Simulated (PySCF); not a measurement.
**The bond of RuO−, level by level**

The task here is to estimate one member of a computed series from the others.

The runs use PySCF 2.14.0; Ru def2-TZVPPD with ECP28, O def2-TZVPPD, scalar-relativistic core potentials.

2 further runs of the same task are left out: 2 set aside as unsound or not needed.

Set-up of the first run:

The job is set up so:

```
atoms                         : Ru, O
charge                        : -1
basis                         : Ru def2-TZVPPD with ECP28, O def2-TZVPPD
Hamiltonian                   : scalar-relativistic core potentials
basis functions               : 96
electrons treated             : 25
masses in u                   : 101.9043, 15.9949
levels                        : PBE0, PBE, r²SCAN, LDA, B3LYP, revPBE, BHandHLYP, MN15, CAM-B3LYP, MP2, SCS-MP2, CCSD, CCSD(T)
grid                          : 80 radial by 434 angular points
occupations                   : held fixed by the projection of orbital angular momentum
dissociation limit            : Ru + O−, each in its ground configuration
starting distance in angstrom : 1.895
values of 2S to try           : 1, 3, 5, 7
```

On the command line:

```bash
OMP_NUM_THREADS=2 python dia.py task.json out
```

Steps of the session up to this table: Set-up; First curve: PBE0; Higher solutions at PBE0; PBE (GGA); r²SCAN; LDA (local density); B3LYP (global hybrid GGA); revPBE (GGA); BHandHLYP; MN15; CAM-B3LYP; Adding correlation.

One table of the session follows, with a row left open; its other results are not shown here.

Energy (eV) from each level's lowest point:

| R (Å) | ROHF-MP2 | ROHF-SCS-MP2 | ROHF-CCSD | ROHF-CCSD(T) | LDA |
| --- | --- | --- | --- | --- | --- |
| 1.470 | 1.919 | 1.986 | n/a | n/a | 1.736 |
| 1.538 | 0.856 | 0.905 | 0.865 | 0.969 | 0.752 |
| 1.607 | 0.266 | 0.296 | 0.278 | 0.339 | 0.219 |
| 1.658 | 0.057 | 0.073 | 0.066 | 0.096 | 0.040 |
| 1.709 | 0.000 | 0.000 | 0.000 | 0.000 | 0.000 |
| 1.760 | ? | ? | ? | ? | ? |
| 1.829 | 0.273 | 0.228 | 0.226 | 0.169 | 0.273 |
| 1.914 | 0.674 | 0.592 | 0.576 | 0.495 | 0.655 |
| 2.017 | 1.252 | 1.122 | 1.080 | 0.988 | 1.204 |
| 2.153 | 2.067 | 1.868 | n/a | n/a | 1.976 |

**Question.** Estimate the row for R (Å) = 1.760.

Worked estimate for «ROHF-MP2». A straight line through the neighbours (1.709, 0.000) and (1.829, 0.273) gives 0.000 + (0.273 − 0.000) × (1.760 − 1.709) / (1.829 − 1.709) = 0.116; a parabola fitted to 4 rows on both sides gives 0.070.

As computed: ROHF-MP2: 0.061; ROHF-SCS-MP2: 0.043; ROHF-CCSD: 0.044; ROHF-CCSD(T): 0.018; LDA: 0.067. In «ROHF-MP2» the line misses by +0.055 and the parabola by +0.009.

To keep in mind: Lowest PBE0 solution found, without spin–orbit coupling: ⁴Δ (quartet), unpaired electrons π ↑↑, δ ↑. The state is the lowest single determinant that the PBE0 search found; with open d or f shells the true ground state can be another one. Spin–orbit coupling is left out. Warnings in the runs' records: inverted.
